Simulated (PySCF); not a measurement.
**Bi⁺: excitation energy in ANO-RCC-VTZP**

Aim: the excitation energy of bismuth from differences of total energies, at each level of theory, and how far each lands from the tabulated value where there is one.

Program: PySCF 2.14.0. Level of theory: unrestricted determinants in a Gaussian basis, no spin-orbit coupling in the energies. These are calculated values, not measurements, unless marked.

**1. Starting point**

```
Element                   : bismuth (Z = 83)
Basis                     : ANO-RCC-VTZP
Hamiltonian               : the spin-free X2C one-electron Hamiltonian (Gaussian nucleus)
State 1                   : Bi⁺: [Xe] 4f14 5d10 6s1 6p3, 6s spin antiparallel (an excited configuration)
Needed too, but not shown : Bi⁺ [Xe] 4f14 5d10 6s2 6p2 (3P)
Methods                   : CAM-B3LYP, B3LYP, MN15
```

One driver process ran all states and methods and kept the integrals in memory. Each run is shown as a PySCF script that sums up its settings (the driver passes frozen orbitals as a list and adds second-order terms of double hybrids); the logs are those of the runs themselves. The driver starts from symmetry-adapted Hartree-Fock orbitals, holds the occupation by maximum overlap and uses a logarithmic radial grid for functionals, so a plain start would take other cycles.

The integrals over 93 functions and the set-up took 30 s of CPU time.

**2. Bi⁺ [Xe] 4f14 5d10 6s1 6p3, s spin flipped: the ladder of methods**

#### CAM-B3LYP

File input.py:

```python
from pyscf import gto, scf, dft, mp, cc
import basis_set_exchange as bse
mol = gto.M(atom="Bi 0 0 0", charge=1, spin=2, symmetry="D2h",
            basis=gto.basis.parse(bse.get_basis("ANO-RCC-VTZP", elements=["Bi"], fmt="nwchem")),
            nucmod="G")
mf = dft.UKS(mol, xc="CAMB3LYP").sfx2c1e()
mf.irrep_nelec = {'Ag': (11, 12), 'B1g': (3, 3), 'B2g': (3, 3), 'B3g': (3, 3), 'Au': (1, 1), 'B1u': (7, 6), 'B2u': (7, 6), 'B3u': (7, 6)}
mf.kernel()
```

#### B3LYP

input.py, as changed from the run before:

```diff
@@ -5,3 +5,3 @@
             nucmod="G")
-mf = dft.UKS(mol, xc="CAMB3LYP").sfx2c1e()
+mf = dft.UKS(mol, xc="B3LYP").sfx2c1e()
 mf.irrep_nelec = {'Ag': (11, 12), 'B1g': (3, 3), 'B2g': (3, 3), 'B3g': (3, 3), 'Au': (1, 1), 'B1u': (7, 6), 'B2u': (7, 6), 'B3u': (7, 6)}
```

#### MN15

input.py, as changed from the run before:

```diff
@@ -5,3 +5,3 @@
             nucmod="G")
-mf = dft.UKS(mol, xc="B3LYP").sfx2c1e()
+mf = dft.UKS(mol, xc="MN15").sfx2c1e()
 mf.irrep_nelec = {'Ag': (11, 12), 'B1g': (3, 3), 'B2g': (3, 3), 'B3g': (3, 3), 'Au': (1, 1), 'B1u': (7, 6), 'B2u': (7, 6), 'B3u': (7, 6)}
```

Q: Predict the outcome of this session.

As calculated:

| quantity | value |
| --- | --- |
| excitation energy, Bi⁺ → [Xe] 4f14 5d10 6s1 6p3, s spin flipped | UHF 12.462, MN15 11.250 eV |

The methods span 1.490 eV, from B3LYP (10.972) to UHF (12.462). No reference value is at hand in this session. All values hold for this basis alone; no basis-set limit was taken.
